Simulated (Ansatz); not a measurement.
# BClH2OP: the cost of one run

Method: RKS PBE0-D4/def2-SVPD; program: Ansatz 0.2.0.

## 1. The system as given

SMILES `B1OP1`, 5 atoms, charge 0, spin multiplicity 1.

Atoms are counted from 1 here; the program's logs count them from 0.

Bond lengths: B1–O2 1.331 Å, B1–P3 1.897 Å, B1–H4 1.202 Å, O2–P3 1.862 Å, P3–H5 1.451 Å. Angles: O2–B1–P3 67.9°, O2–B1–H4 135.1°, P3–B1–H4 157.0°, B1–O2–P3 70.7°, B1–P3–O2 41.5°, B1–P3–H5 94.8°, O2–P3–H5 95.7°.

As a file:

```xyz
5

B    -0.3835   -0.5713   -0.2800
O    -0.8267    0.1344    0.7579
P     0.3006    1.1980   -0.2748
H    -0.5563   -1.6898   -0.6848
H     1.5158    0.8551    0.4403
```

This geometry comes from a loose relaxation at PBE in a small basis, which is not shown.

## 4. Setting up the map

The probe is moved over the plane through the molecule's long axis and the normal of its main plane (x and y are the axes of that plane, centred on the molecule).

The axes are (1) x of the probe's Cl atom: 19 values from −4.68 Å; (2) z of the probe's Cl atom: 19 values from −4.68 Å.

Nothing else is relaxed (molecule and probe rigid). Energies count from molecule and probe far apart, each relaxed in its own basis (no counterpoise correction). Points are written as (first, second).

The probe Cl- moves over a plane: the plane through the molecule's long axis and the normal of its main plane. The molecule is turned into the frame of its main axes, as the inputs below show.

(The set-up runs are not shown.)

## 5. Point (0.00 Å, 2.60 Å)

input.yaml

```yaml
crystal:
  periodic: [false, false, false]
  atoms:
    - { symbol: B, position_ang: [-0.632169, 0.636656, -1.0e-06] }
    - { symbol: O, position_ang: [-0.521512, -0.678713, -1.0e-06] }
    - { symbol: P, position_ang: [1.153681, 0.042057, 1.0e-06] }
    - { symbol: H, position_ang: [-1.536814, 1.416554, 0.011848] }
    - { symbol: H, position_ang: [1.303714, 0.079758, -1.428719] }
    - { symbol: Cl, position_ang: [0.0, 0.0, 2.6] }
total_charge: -1
basis:
  gaussian: { orbitals: def2-SVPD }
hamiltonian:
  xc: pbe0
  dispersion: d4
output:
  forces: true
```

Launch:

```sh
$ ansatz run input.yaml --threads 1 --pin off --max-ram 2560MiB --backend cpu --events-out ev --progress --plain --runs-dir out
```

What time and memory should one allow on 1 thread of Arm Neoverse V2, shared host?

About 4.3 s, with a peak of 0.21 GiB.
